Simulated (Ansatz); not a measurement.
# AlFH2OZn: the cost of one run

Program: Ansatz 0.2.0. Level of theory: RKS B3LYP/def2-mTZVP. These are calculated values, not measurements.

## Step 1: The system as given

Bond lengths: O1–Al2 1.632 Å, Al2–Zn3 2.430 Å, Zn3–F4 1.762 Å, O1–H5 0.950 Å, Al2–H6 1.546 Å. Angles: O1–Al2–Zn3 119.7°, O1–Al2–H6 123.9°, Zn3–Al2–H6 116.3°, Al2–O1–H5 177.6°, Al2–Zn3–F4 124.9°.

Coordinates:

```xyz
6

O    -1.1433    1.3807   -0.4110
Al    0.0901    0.4891    0.1796
Zn    0.1394   -1.9082   -0.2124
F     1.4793   -2.9725    0.2084
H    -1.8440    1.9320   -0.7375
H     1.2784    1.0789    0.9729
```

## Step 2: End point A

File input.yaml:

```yaml
crystal:
  periodic: [false, false, false]
  atoms:
    - { symbol: O, position_ang: [-1.14325, 1.38075, -0.41098] }
    - { symbol: Al, position_ang: [0.09012, 0.48909, 0.1796] }
    - { symbol: Zn, position_ang: [0.13939, -1.90819, -0.21245] }
    - { symbol: F, position_ang: [1.47935, -2.97252, 0.20838] }
    - { symbol: H, position_ang: [-1.84403, 1.93199, -0.73751] }
    - { symbol: H, position_ang: [1.27842, 1.07888, 0.97295] }
basis:
  gaussian: { orbitals: def2-mTZVP }
hamiltonian:
  xc: b3lyp
relax:
  f_tol: 0.02
  max_steps: 50
```

Command:

```
$ ansatz run input.yaml --threads 2 --pin off --max-ram 3072MiB --backend cpu --events-out ev --progress --plain --runs-dir out
```

Q: Estimate wall time and peak memory on 2 threads of AMD EPYC 9R45 (Zen 5), shared host.

About 15 s, with a peak of 0.24 GiB.
